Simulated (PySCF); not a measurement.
# [RhS2]-: structure of the quintet

Where does quintet [RhS2]- go from a PBE0 minimum start, is the end point a minimum, and what are its modes, charges and moments?

Program: PySCF 2.14.0. Level of theory: PBE0, basis Rh def2-SVPD with ECP28, S def2-SVPD, scalar-relativistic core potentials, no spin–orbit coupling, density fitting. These are calculated values, not measurements.

## (1) Where the work starts

3 atoms, charge -1, spin multiplicity 5.

Bond lengths: Rh1–S2 2.188 Å, Rh1–S3 2.188 Å. Angles: S2–Rh1–S3 140.9°.

Z-matrix (Å, degrees; charge -1 multiplicity 5):
```
Rh
S  1 2.1877
S  1 2.1877 2 140.87
```

## (2) First SCF at the start

The steps below are one call of a driver around PySCF. For each, scf.py gives the equivalent set-up of the SCF; relaxations use the driver's own optimiser. After this first run the driver tries any further starts and a stability analysis.

scf.py

```python
from pyscf import gto, scf, dft
mol = gto.M(atom='''
Rh     0.000000     0.000000    -0.277687
S      2.061436    -0.000000     0.454885
S     -2.061436     0.000000     0.454885''',
    basis={'Rh': 'def2-SVPD', 'S': 'def2-SVPD'},
    ecp={'Rh': 'def2-SVPD'},
    charge=-1, spin=4)
mf = dft.UKS(mol, xc='PBE0')
mf.grids.atom_grid = (50, 194)
aux = {'Rh': 'def2-universal-JKFIT', 'S': 'def2-universal-JKFIT'}
mf = mf.density_fit(auxbasis=aux)
mf.conv_tol = 1e-08
mf.diis_space = 10
mf.max_cycle = 60
mf.init_guess = 'minao'
mf.verbose = 4
mf.kernel()
```

On the command line:

```console
> OMP_NUM_THREADS=2 python axn.py task.json out
```

The runs that follow: Relaxation: PBE0 minimum start, quintet; Vibrations and properties at this point.

**Question.** What will these runs give? Wanted: minimum; geometry; wavenumbers; dipole moment; highest occupied, lowest empty level; polar-tensor charge of Rh1; zero-point energy; ⟨S²⟩.

As calculated:

| quantity | value |
| --- | --- |
| minimum | quintet, C2v |
| geometry | Rh–S 2.188 Å (×2); S–Rh–S 140.9° |
| wavenumbers (cm⁻¹) | 82 (a1), 409 (a1), 428 (b2) |
| dipole moment (centre of mass) | 3.02 D |
| highest occupied, lowest empty level (either spin) | -1.43, 0.74 eV |
| polar-tensor charge of Rh1 | +0.52 e |
| zero-point energy | 5.5 kJ/mol |
| entropy at 298.15 K | 312.0 J/(mol K) |
| ⟨S²⟩ | 6.023 |

The PBE0 minimum start keeps its C2v symmetry and ends in a minimum. In the infrared the band at 428 cm⁻¹ (b2, stretch) leads. Most of the spin sits on Rh1 (Mulliken spin 2.24, against 4 for the whole molecule). Only this shape and spin were tried, so other structures or states may lie lower. Open d and f shells are described by one determinant, and the ground state may have another occupation or spin.
